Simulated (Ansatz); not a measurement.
# CH₈GeInN: one species, many methods

How much do the methods differ for CH₈GeInN? The plan is to run it at one geometry with functionals of several rungs and with coupled cluster. The yardstick is the atomisation energy at the CCSD(T) limit.

Program: Ansatz 0.2.0, Gaussian basis. Level of theory: functionals in def2-TZVPP, the program's frozen cores in correlated methods. These are calculated values, not measurements.

Levels to be run: LDA (SPW92), PBE-D4, revPBE-D4, BLYP-D4, r2SCAN-D4, B97M-V, PBE0-D4, B3LYP-D4, r2SCANh-D4, r2SCAN0-D4, HSE06-D4, BHLYP-D4, CAM-B3LYP-D4, LC-ωPBE, ωB97X-V, ωB97M-V, B2PLYP, PBE-QIDH; CCSD(T)/def2-SVP; CCSD(T)/def2-TZVPP; MP2/def2-QZVPP; extrapolation to the limit; RPA on PBE.

## 1. Structure used throughout

All runs share one geometry, relaxed beforehand with PBE0-D4 in a triple-zeta def2 set. In takes the def2 core potential; no spin-orbit term is included.

SMILES `C[N]([GeH3])[InH2]`, 12 atoms, charge 0, spin multiplicity 1.

Atoms are counted from 1 here; the program's logs count them from 0.

Bond lengths: C1–N2 1.453 Å, C1–H5 1.099 Å, C1–H6 1.095 Å, C1–H7 1.099 Å, N2–Ge3 1.835 Å, N2–In4 2.030 Å, Ge3–H8 1.537 Å, Ge3–H9 1.546 Å, Ge3–H10 1.546 Å, In4–H11 1.715 Å, In4–H12 1.709 Å. Angles: N2–C1–H5 112.2°, N2–C1–H6 111.2°, N2–C1–H7 112.2°, H5–C1–H6 106.9°, H5–C1–H7 107.0°, H6–C1–H7 106.9°, C1–N2–Ge3 114.8°, C1–N2–In4 121.3°, Ge3–N2–In4 123.8°, N2–Ge3–H8 107.7°, N2–Ge3–H9 110.3°, N2–Ge3–H10 110.3°, H8–Ge3–H9 110.4°, H8–Ge3–H10 110.4°, H9–Ge3–H10 107.8°, N2–In4–H11 112.2°, N2–In4–H12 115.8°, H11–In4–H12 132.0°.

## 2. LDA

This LDA is Slater exchange with PW92 correlation.

File in.yaml:

```yaml
crystal:
  periodic: [false, false, false]
  atoms:
    - {symbol: C, position_ang: [0.033368, 1.394034, -0.561188]}
    - {symbol: N, position_ang: [-0.079245, 0.014929, -0.118204]}
    - {symbol: Ge, position_ang: [0.873747, -0.388061, 1.396935]}
    - {symbol: In, position_ang: [-1.216116, -1.328441, -1.129067]}
    - {symbol: H, position_ang: [1.070548, 1.671746, -0.796711]}
    - {symbol: H, position_ang: [-0.556587, 1.569047, -1.466437]}
    - {symbol: H, position_ang: [-0.325523, 2.104690, 0.196806]}
    - {symbol: H, position_ang: [0.641206, -1.873874, 1.714875]}
    - {symbol: H, position_ang: [0.403921, 0.494853, 2.575940]}
    - {symbol: H, position_ang: [2.378652, -0.115005, 1.171341]}
    - {symbol: H, position_ang: [-1.976398, -0.632819, -2.499637]}
    - {symbol: H, position_ang: [-1.247562, -2.911099, -0.484661]}
basis:
  gaussian: {orbitals: def2-TZVPP}
hamiltonian: {xc: lda}
output: {orbitals: {seedname: orbitals}}
```

Run with:

```sh
ansatz run in.yaml --threads 2 --pin off --events-out ev --progress --plain --max-ram 32768MiB --backend cuda --devices 0, --max-vram 18GiB
```

Further steps of the session: PBE-D4 (GGA); revPBE-D4 (GGA); BLYP-D4 (GGA); r2SCAN-D4 (meta-GGA); B97M-V (meta-GGA); PBE0-D4 (hybrid); B3LYP-D4 (hybrid); r2SCANh-D4 (hybrid); r2SCAN0-D4 (hybrid); HSE06-D4 (hybrid); BHLYP-D4 (hybrid); CAM-B3LYP-D4 (range-separated); LC-ωPBE (range-separated); ωB97X-V (range-separated); ωB97M-V (range-separated); B2PLYP (double hybrid); PBE-QIDH (double hybrid); CCSD(T) in def2-SVP; CCSD(T) in def2-TZVPP; MP2 in def2-QZVPP; RPA on PBE orbitals.

Q: Predict the results of all the runs planned. Wanted: atomisation energy, CCSD(T)/CBS; farthest beyond LDA; mean size of error, GGA; mean size of error, meta-GGA; mean size of error, hybrid; mean size of error, range-separated; mean size of error, double hybrid; gap, smallest and largest; T1 diagnostic.

**Answer**, as computed:

| quantity | value |
| --- | --- |
| atomisation energy, CCSD(T)/CBS | 3509.2 kJ/mol |
| functionals within 35.1 kJ/mol (1.0 %) | PBE-D4, r2SCAN-D4, B97M-V, B3LYP-D4, CAM-B3LYP-D4, ωB97X-V, ωB97M-V |
| farthest beyond LDA | BHLYP-D4 (-106.8 kJ/mol) |
| mean size of error, GGA | 54.1 kJ/mol |
| mean size of error, meta-GGA | 20.8 kJ/mol |
| mean size of error, hybrid | 61.5 kJ/mol |
| mean size of error, range-separated | 19.6 kJ/mol |
| mean size of error, double hybrid | 68.2 kJ/mol |
| gap, smallest and largest | 3.24 eV (LDA (SPW92)), 9.59 eV (LC-ωPBE) |
| T1 diagnostic | 0.0151 |
| triples share of the correlation energy | 3.5 % |

In words: The LDA atomisation energy is off by 464.2 kJ/mol (13 %): it overbinds. PBE-D4 is off by -13.1 kJ/mol. Double hybrids carry the basis error of their MP2 part in triple zeta, and no dispersion term here, so their miss is partly the set-up's. The rungs range-separated, meta-GGA miss on average by less than the doubt on the reference (35.1 kJ/mol), so they tie. Misses under about 35.1 kJ/mol are within the doubt on the reference itself, which lacks core-valence correlation, spin-orbit coupling and higher excitations, and its outer-core shells are covered unevenly. All levels share the lack of spin-orbit coupling, which lowers the free heavy atoms and so the true binding. Hartree-Fock recovers 70 % of the binding; the rest is correlation. CCSD(T) in def2-SVP is off by -223.4 kJ/mol, worse than the median functional, from the basis alone. The gap grows from 3.2 to 9.6 eV across the functionals, mostly with the share of exact exchange. Correlated methods include outer-core shells of Ge, In, which these sets cover unevenly.
